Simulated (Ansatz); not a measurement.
# Y4Pd: the cost of one run

Computed with Ansatz 0.2.0 (DFT PBE, scalar-relativistic, plane waves, PAW, unless a step's input says otherwise).

## 1. Starting point

Symmetry: I4/mmm, No. 139, tetragonal system. Conventional cell: a = 5.864 Å, b = 5.864 Å, c = 7.488 Å, α = 90.00°, β = 90.00°, γ = 90.00°. Around Y (site symmetry 2/m) lie 2 Pd at 2.79 Å and 4 Y at 2.93 Å. Pd (site symmetry 4/mmm) has 8 Y at 2.79 Å in its first shell of neighbours.

Structure file:

```
Y Pd
1.0
    -2.93207    2.93207    3.74390
     2.93207   -2.93207    3.74390
     2.93207    2.93207   -3.74390
Y Pd
4 1
Cartesian
  1.4660 1.4660 1.8719
  1.4660 1.4660 -1.8719
  -1.4660 1.4660 1.8719
  1.4660 -1.4660 1.8719
  0.0000 0.0000 0.0000
```

The cell is invented: random cell by space group and Wyckoff sites (I4/mmm, No. 139). The dimensions are guesses.

## 2. The guess as it stands, on a coarse mesh

The input, input.yaml:

```yaml
crystal:
  lattice:
    - [-2.93207127, 2.93207127, 3.74389606]
    - [2.93207127, -2.93207127, 3.74389606]
    - [2.93207127, 2.93207127, -3.74389606]
  atoms:
    - { symbol: "Y", position: [0.5, 0.5, 0.5] }
    - { symbol: "Y", position: [0.0, 0.0, 0.5] }
    - { symbol: "Y", position: [0.5, 0.0, 0.0] }
    - { symbol: "Y", position: [0.0, 0.5, 0.0] }
    - { symbol: Pd, position: [0.0, 0.0, 0.0] }
basis:
  ecutwfc: 420
kpoints:
  mp_grid: { grid: [4, 4, 4] }
hamiltonian:
  xc: pbe
scf:
  occupations: { method: gaussian, width: 0.1 }
  lower_state_search: "off"
output:
  forces: true
  stress: true
  eigenvalues: true
```

Started as:

```console
> ansatz run input.yaml --threads 1 --pin off --max-ram 2560MiB --backend cpu --events-out ev --progress --plain --runs-dir out
```

**Question.** How long does this run take on 1 thread of AMD EPYC 9R45 (Zen 5), shared host, and how much memory does it need?

About 1.1 s, with a peak of 0.43 GiB.
